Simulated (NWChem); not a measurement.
# wB97X/def2-SVP run of C3H7F (2-fluoropropane)

What is the electronic atomisation energy of C3H7F (2-fluoropropane) at wB97X/def2-SVP? 

Program for the calculation: NWChem 7.3.0.

4 further runs of the same task are left out: 1 that didn't finish, 3 set aside as unsound or not needed.

## (1) The system as given

C3H7F: 11 atoms, total charge 0, spin state singlet. SMILES: `CC(C)F`. Geometry: relaxed at PBE0-D4/def2-TZVP.

Bond lengths: C1–C2 1.508 Å, C2–C3 1.508 Å, C2–F4 1.396 Å, C1–H5 1.091 Å, C1–H6 1.092 Å, C1–H7 1.092 Å, C2–H8 1.096 Å, C3–H9 1.092 Å, C3–H10 1.091 Å, C3–H11 1.092 Å. Some angles: C1–C2–C3 113.9°, C1–C2–F4 108.3°, C3–C2–F4 108.3°, C1–C2–H8 110.1°, C3–C2–H8 110.1°, F4–C2–H8 105.9°, C2–C1–H5 110.6°, C2–C1–H6 110.3°, C2–C1–H7 110.4°, C2–C3–H9 110.4°.

## (2) The energy at wB97X/def2-SVP (run 1)

Contents of c3h7f.nw:

```
start c3h7f
title "C3H7F wB97X"
memory total 2200 mb
geometry noautosym nocenter noautoz
  C       -0.234500       1.045100      -0.703000
  C       -0.479600      -0.306600      -0.081300
  C        0.626400      -0.766200       0.834700
  F       -0.614100      -1.242400      -1.108400
  H       -1.041900       1.303400      -1.390000
  H       -0.180600       1.814100       0.071000
  H        0.707700       1.043900      -1.256000
  H       -1.436600      -0.307200       0.453700
  H        1.578500      -0.788700       0.299400
  H        0.417300      -1.766700       1.216600
  H        0.722800      -0.085600       1.683800
end
basis spherical bse
  * library def2-SVP
end
dft
  xc wb97x
  grid lebedev 75 11
  convergence energy 1e-08
  maxiter 100
  mulliken
  noprint "final vectors analysis"
end
task dft energy
```

Command:

```sh
$ nwchem c3h7f.nw > c3h7f.out
```

The log of the run:

```text
[...]
          Wavefunction type:  closed shell.
          No. of atoms     :    11
          No. of electrons :    34
[...]
          Charge           :     0
          Spin multiplicity:     1
[...]
          AO basis - number of functions:    91
[...]
              XC Information
              --------------
                       wb97x  Method XC Functional
                     Hartree-Fock (Exact) Exchange  1.000
                         wb97x Exchange Functional  1.000
                      wb97x Correlation Functional  1.000
[...]
 d= 0,ls=0.0,diis     1   -218.1057657426 -3.51D+02  8.66D-03  4.62D-01     5.3
[...]
 d= 0,ls=0.0,diis     8   -218.1622783026 -4.22D-09  1.16D-06  2.63D-09    38.8
         Total DFT energy =     -218.162278302553
      One electron energy =     -561.153907125253
           Coulomb energy =      239.237817464352
    Exchange-Corr. energy =      -29.304797494076
 Nuclear repulsion energy =      133.058608852424
[...]
      Total Density - Mulliken Population Analysis
     ---------------------------------------------
    Atom       Charge   Shell Charges
 -----------   ------   -------------------------------------------------------
    1 C    6     6.04   1.99  0.89  0.13  2.14  0.87  0.03
    2 C    6     5.86   1.99  0.92  0.18  2.01  0.68  0.08
    3 C    6     6.04   1.99  0.89  0.13  2.14  0.87  0.03
    4 F    9     9.29   1.99  1.13  0.79  3.34  2.03  0.01
    5 H    1     0.96   0.74  0.19  0.02
    6 H    1     0.97   0.74  0.21  0.02
    7 H    1     0.97   0.74  0.20  0.02
    8 H    1     0.99   0.77  0.20  0.02
    9 H    1     0.97   0.74  0.20  0.02
   10 H    1     0.96   0.74  0.19  0.02
[...]
```

Wall time 39 s (1 thread of Intel Xeon Platinum 8488C (Sapphire Rapids), shared host); peak memory 0.11 GiB.

## (3) The C atom (run 2)

Contents of sp.nw:

```
start sp
memory total 2200 mb
charge 0

geometry units angstrom noautosym nocenter noautoz
  C        0.000000       0.000000       0.000000
end

basis spherical bse
  * library def2-SVP
end

dft
  xc wb97x
  mult 3
  grid lebedev 75 11
  convergence energy 1e-08
  iterations 100
  mulliken
  noprint "final vectors analysis"
end

task dft
```

Run the same way, it converges to -37.80174 Eh (log not shown).

Run 3 isn't shown in full; the table further down has it.

## (4) The H atom, same level (run 4)

Contents of calc.nw:

```
start calc
title "H"
memory total 2200 mb
charge 0
geometry noautosym nocenter noautoz
 H        0.000000       0.000000       0.000000
end
basis spherical bse
 H library def2-SVP
end
dft
 xc wb97x
 mult 2
 grid lebedev 75 11
 convergence energy 1e-08
 iterations 100
 mulliken
 print low
end
task dft
```

Run the same way, it converges to -0.50060 Eh (log not shown).

## (5) All runs side by side

```csv
run,level,partner,energy (Eh),wall time
1,wB97X/def2-SVP,base,-218.162278,39 s
2,U-wB97X/def2-SVP,atoms,-37.801739,0.89 s
3,U-wB97X/def2-SVP,atoms,-99.618833,0.89 s
4,U-wB97X/def2-SVP,atoms,-0.500604,0.66 s
```

## (6) Results

Level: wB97X/def2-SVP.

```
                     quantity        value
         H atom: total energy  -0.50060 Eh
                 H atom: ⟨S²⟩        0.750
electronic atomisation energy    44.464 eV
```

What this shows: Taking the molecule apart into free atoms costs 44.46 eV (4290 kJ/mol), before zero-point energy and without spin-orbit coupling. All runs together took 42 s, the longest 39 s.
